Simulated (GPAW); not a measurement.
Input of a GPAW 26.7.0 run:

File run.py:

```python
from ase import Atoms
from ase.dft.bandgap import bandgap
from ase.io import write
from ase.units import Bohr, GPa
from gpaw import GPAW, PW, setup_paths
from gpaw.elf import elf_from_dft_calculation

setup_paths.insert(0, '.')

atoms = Atoms(['Ge', 'Ge', 'Ga', 'Ga', 'Mn', 'Mn'],
              cell=[[3.945957, 0.0, 0.0],
                    [0.0, 3.945957, 0.0],
                    [0.0, 0.0, 5.910882]],
              scaled_positions=[[0.5, 0.0, 0.719053],
                                [0.0, 0.5, 0.280947],
                                [0.5, 0.0, 0.296227],
                                [0.0, 0.5, 0.703773],
                                [0.5, 0.5, 0.0],
                                [0.0, 0.0, 0.0]],
              pbc=True)
atoms.set_initial_magnetic_moments([0.0, 0.0, 0.0, 0.0, 4.0, 4.0])

calc = GPAW(mode=PW(600),
            xc='PBEsol',
            kpts={'size': (7, 7, 5), 'gamma': True},
            occupations={'name': 'fermi-dirac', 'width': 0.05},
            nbands=41,
            convergence={'density': 1e-05, 'energy': 1e-05},
            maxiter=150,
            txt='gpaw.txt')
atoms.calc = calc
energy = atoms.get_potential_energy()
forces = atoms.get_forces()
stress = atoms.get_stress()
calc.write('gs.gpw')
write('result.traj', atoms)
print(f'Energy: {energy:.6f} eV')
print('Forces (eV/A):')
print(forces.round(4))
print('Stress (GPa):', (stress / GPa).round(3))
print('Moments:', calc.get_magnetic_moments().round(3))
print('Fermi level:', round(calc.get_fermi_level(), 4), 'eV')
print(f'Gap: {bandgap(calc)[0]:.4f} eV, direct: {bandgap(calc, direct=True)[0]:.4f} eV')

# fields on the real-space grid
write('density.cube', atoms, data=calc.get_pseudo_density() * Bohr**3)
write('potential.cube', atoms, data=calc.get_electrostatic_potential())
write('spin.cube', atoms, data=(calc.get_pseudo_density(spin=0) - calc.get_pseudo_density(spin=1)) * Bohr**3)
write('elf.cube', atoms, data=elf_from_dft_calculation(calc).data)
```

Potentials or basis: PAW data sets generated in the run's folder for this functional, pw.

Launch:

```sh
$ gpaw-setup -f PBEsol Ga Ge Mn
$ OMP_NUM_THREADS=1 python run.py
```

**Question.** What does it give for the net moment?

**Answer.** 4.11 μB per cell.

**Question.** Estimate the largest force.

**Answer.** 0.386 eV/Å.

**Question.** What does it give for the pressure?

**Answer.** -5.7 GPa.

Forces in eV/Å, atoms in the order of the input:
```
Ge   0.000  0.000  0.386
Ge   0.000  0.000 -0.386
Ga   0.000  0.000 -0.282
Ga   0.000  0.000  0.282
Mn   0.000  0.000  0.000
Mn   0.000  0.000  0.000
```
